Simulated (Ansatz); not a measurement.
**doublet [SnNH3S2]+ at 5 levels**

Aim: a comparison of 5 runs (U-r2SCAN/def2-SVP, U-wB97M-V/def2-SVP, U-wB97X/def2-SVP, UBHLYP/def2-SVP, UMP2/def2-SVP) of doublet [SnNH3S2]+. 

The calculation is run with Ansatz 0.2.0.

38 further runs of the same task are left out: 38 set aside as unsound or not needed.

**1. The system as given**

[SnNH3S2]+: 7 atoms, total charge +1, spin state doublet. As SMILES of the parent species, `[NH2][SnH]1[S][S]1`. The coordinates come from a PBE0-D4/def2-TZVP relaxation. This is one conformer, not always the lowest. That shape belongs to the parent species and isn't relaxed for this state.

Bond lengths: N1–Sn2 2.003 Å, Sn2–S3 2.358 Å, Sn2–S4 2.376 Å, S3–S4 2.178 Å, N1–H5 1.012 Å, N1–H6 1.012 Å, Sn2–H7 1.690 Å. Some angles: N1–Sn2–S3 115.2°, N1–Sn2–S4 120.4°, S3–Sn2–S4 54.8°, Sn2–S3–S4 63.0°, Sn2–S4–S3 62.2°, N1–Sn2–H7 112.0°, S3–Sn2–H7 122.2°, S4–Sn2–H7 121.1°, Sn2–N1–H5 114.3°, Sn2–N1–H6 112.7°.

**2. The energy at U-r2SCAN/def2-SVP (core potential) (run 1)**

input.yaml reads:

```yaml
crystal:
  periodic: [false, false, false]
  atoms:
    - {symbol: N, position_ang: [-0.858900, 1.180400, 0.033200]}
    - {symbol: Sn, position_ang: [0.658800, -0.125900, 0.009600]}
    - {symbol: S, position_ang: [0.436900, -1.947300, 1.490200]}
    - {symbol: S, position_ang: [0.292300, -2.381600, -0.639300]}
    - {symbol: H, position_ang: [-0.847300, 1.845800, -0.729000]}
    - {symbol: H, position_ang: [-1.763700, 0.727200, 0.057900]}
    - {symbol: H, position_ang: [2.143100, 0.633400, -0.268300]}
basis:
  gaussian: {orbitals: def2-SVP}
total_charge: 1
magnetization: {spin_polarized: true, initial_magnetization: 1}
hamiltonian: {xc: r2scan}
accuracy: high
output: {orbitals: {seedname: orbitals}}
```

On the command line:

```
$ ansatz run input.yaml --threads 1 --pin off --max-ram 2610MiB --events-out events.jsonl --progress --plain --runs-dir runs
```

Output:

```text
Warning: RAYON_NUM_THREADS=1 ignored (pool sized by the plan → 1); use --threads N
Functional definition: r2SCAN
  name "r2SCAN"
  parameter k0 = 0.174
  parameter k1 = 0.065
  parameter a1 = 4.9479
  exchange = r2scan_x(k0 = k0, k1 = k1, a1 = a1)
  correlation = r2scan_c
2062 factors; integrals over basis functions are off by at most 3.8e-9 eV
mean field evaluation 1: about -29012.6825 eV, gradient 5.3e1 eV
mean field evaluation 2: about -28926.7268 eV, gradient 1.0e2 eV
mean field evaluation 4: about -29023.8254 eV, gradient 1.5e1 eV
mean field evaluation 8: about -29025.1435 eV, gradient 2.6e-1 eV
mean field evaluation 16: about -29025.1321 eV, gradient 7.1e-4 eV
mean field evaluation 32: about -29024.9008 eV, gradient 1.9e0 eV
mean field -29025.13213818 eV, -1066.6539321368 hartree, gradient 8.6e-8 eV, S^2 0.754392; 3 other end points of the search recorded, 0 dependent functions left out
reference -29025.13214075 eV, -1066.6539322315 hartree; 32, 31 occupied and 59, 60 virtual orbitals, 2062 factors
Total energy: -29025.13214075 eV, -1066.6539322315 hartree
```

Wall time 38 s (1 thread of Arm Neoverse V1, shared host); peak memory 0.49 GiB.

**3. A single-point energy at U-wB97M-V/def2-SVP (core potential) (run 2)**

in.yaml reads:

```yaml
crystal:
  periodic: [false, false, false]
  atoms:
    - symbol: "N"
      position_ang: [-0.858900, 1.180400, 0.033200]
    - symbol: Sn
      position_ang: [0.658800, -0.125900, 0.009600]
    - symbol: S
      position_ang: [0.436900, -1.947300, 1.490200]
    - symbol: S
      position_ang: [0.292300, -2.381600, -0.639300]
    - symbol: H
      position_ang: [-0.847300, 1.845800, -0.729000]
    - symbol: H
      position_ang: [-1.763700, 0.727200, 0.057900]
    - symbol: H
      position_ang: [2.143100, 0.633400, -0.268300]
basis:
  gaussian: {orbitals: def2-SVP}
total_charge: 1
magnetization: {spin_polarized: true, initial_magnetization: 1}
hamiltonian: {xc: {name: wB97M-V}}
accuracy: high
output: {orbitals: {seedname: orbitals}}
```

On the command line:

```
$ ansatz run in.yaml --threads 1 --pin off --max-ram 2610MiB --events-out events.jsonl --progress --plain --runs-dir runs
```

Output:

```text
Warning: RAYON_NUM_THREADS=1 ignored (pool sized by the plan → 1); use --threads N
Functional definition: wB97M-V
  name "wB97M-V"
  parameter omega = 0.3/bohr
  parameter cx = 0.15
  parameter cx01 = 1.007
  parameter cx10 = 0.259
  parameter css00 = 0.443
  parameter css04 = -1.437
  parameter css10 = -4.535
  parameter css20 = -3.390
  parameter css43 = 4.278
  parameter cos00 = 1.000
  parameter cos10 = 1.358
  parameter cos20 = 2.924
  parameter cos21 = -8.812
  parameter cos60 = -1.390
  parameter cos61 = 9.142
  parameter b = 6.0
  parameter c = 0.01
  gx(w, u) = 1 - cx + cx01*u + cx10*w
  gss(w, u) = css00 + css04*u^4 + css10*w + css20*w^2 + css43*w^4*u^3
  gos(w, u) = cos00 + cos10*w + (cos20 + cos21*u)*w^2 + (cos60 + cos61*u)*w^6
  exchange = spin_sum(e_x_unif_sr(omega)*gx(b97_w, b97_u_x)) + cx*exact_x_sr(omega) + exact_x_lr(omega)
  correlation = spin_sum(e_c_pw_mod_same_spin*gss(b97_w, b97_u_same))
      + integral(e_c_pw_mod_opposite_spin*gos(b97_w_opposite, b97_u_opposite)) + vv10(b, c)
2062 factors; integrals over basis functions are off by at most 3.8e-9 eV
393 factors; integrals over basis functions are off by at most 1.9e-9 eV
mean field evaluation 1: about -29014.0676 eV, gradient 4.2e1 eV
mean field evaluation 2: about -28995.1765 eV, gradient 6.7e1 eV
mean field evaluation 4: about -29021.7716 eV, gradient 4.0e0 eV
mean field evaluation 8: about -29021.9859 eV, gradient 5.2e-1 eV
mean field evaluation 16: about -29021.9900 eV, gradient 6.5e-3 eV
mean field evaluation 32: about -29021.9900 eV, gradient 6.0e-6 eV
mean field -29021.99000672 eV, -1066.5384609355 hartree, gradient 6.0e-8 eV, S^2 0.753756; 2 other end points of the search recorded, 0 dependent functions left out
reference -29021.99001113 eV, -1066.5384610975 hartree; 32, 31 occupied and 59, 60 virtual orbitals, 2062 factors
Total energy: -29021.99001113 eV, -1066.5384610975 hartree
```

Run time: 3.8 min. Hardware: 1 thread of Arm Neoverse V1, shared host; peak memory 1.3 GiB.

Runs 3 to 4 aren't shown in full; the table further down has their settings and results.

**4. The energy at UMP2/def2-SVP (core potential) (run 5)**

molecule.yaml reads:

```yaml
crystal:
  periodic: [false, false, false]
  atoms:
    - {symbol: "N", position_ang: [-0.858900, 1.180400, 0.033200]}
    - {symbol: Sn, position_ang: [0.658800, -0.125900, 0.009600]}
    - {symbol: S, position_ang: [0.436900, -1.947300, 1.490200]}
    - {symbol: S, position_ang: [0.292300, -2.381600, -0.639300]}
    - {symbol: H, position_ang: [-0.847300, 1.845800, -0.729000]}
    - {symbol: H, position_ang: [-1.763700, 0.727200, 0.057900]}
    - {symbol: H, position_ang: [2.143100, 0.633400, -0.268300]}
basis:
  gaussian: {orbitals: def2-SVP}
total_charge: 1
magnetization: {spin_polarized: true, initial_magnetization: 1}
correlation: {method: mp2, frozen_orbitals: {H: 0, "N": 1, S: 5, Sn: 4}}
accuracy: high
```

On the command line:

```
$ ansatz run molecule.yaml --threads 1 --pin off --max-ram 2610MiB --events-out events.jsonl --progress --plain --runs-dir runs
```

Output:

```text
Warning: RAYON_NUM_THREADS=1 ignored (pool sized by the plan → 1); use --threads N
Functional definition: HF
  name "HF"
  exchange = exact_x
  correlation = 0
2062 factors; integrals over basis functions are off by at most 3.8e-9 eV
mean field evaluation 1: about -28948.8283 eV, gradient 3.1e1 eV
mean field evaluation 2: about -28949.0370 eV, gradient 3.1e1 eV
mean field evaluation 4: about -28953.5838 eV, gradient 2.2e0 eV
mean field evaluation 8: about -28953.6479 eV, gradient 3.7e-1 eV
mean field evaluation 16: about -28953.6513 eV, gradient 7.1e-2 eV
mean field evaluation 32: about -28953.6541 eV, gradient 2.8e-1 eV
mean field evaluation 64: about -28952.2434 eV, gradient 3.0e0 eV
mean field -28953.66254736 eV, -1064.0274731181 hartree, gradient 5.3e-8 eV, S^2 0.771174; 7 other end points of the search recorded, 0 dependent functions left out
15 core orbitals not correlated: weight in the atoms' cores, before any rotation towards them, 1.000 or more for the frozen orbitals, at most 0.000 for the correlated occupied ones
reference -28953.66254736 eV, -1064.0274731181 hartree; 17, 16 occupied and 59, 60 virtual orbitals, 2062 factors
second order -14.24715042 eV of doubles, -0.00000000 eV of singles
Total energy: -28967.90969778 eV, -1064.5510462389 hartree
```

Wall time 13 s (1 thread of Arm Neoverse V1, shared host); peak memory 0.4 GiB.

**5. The series**

```
run                                level  frozen core orbitals   energy (Eh)  HOMO energy (eV)  LUMO energy (eV)   ⟨S²⟩  wall time
  1   U-r2SCAN/def2-SVP (core potential)                     –  -1066.653932            -11.59            -10.94  0.754       38 s
  2  U-wB97M-V/def2-SVP (core potential)                     –  -1066.538461            -14.78             -8.23  0.754    3.8 min
  3    U-wB97X/def2-SVP (core potential)                     –  -1066.663629            -14.92             -8.19  0.757    1.9 min
  4     UBHLYP/def2-SVP (core potential)                     –  -1066.535773            -13.78             -9.17  0.759       25 s
  5       UMP2/def2-SVP (core potential)                    15  -1064.551046                 –                 –  0.771       13 s
```

**6. Summary of results**

```
                                           quantity           value
                                run 5: total energy  -1064.55105 Eh
run 5: correlation energy (15 core orbitals frozen)      -523.6 mEh
           run 5: ⟨S²⟩ of the reference determinant           0.771
```

**Reading.** Totals of different functionals can't be ranked against each other. All runs together took 7 min, the longest 3.8 min.
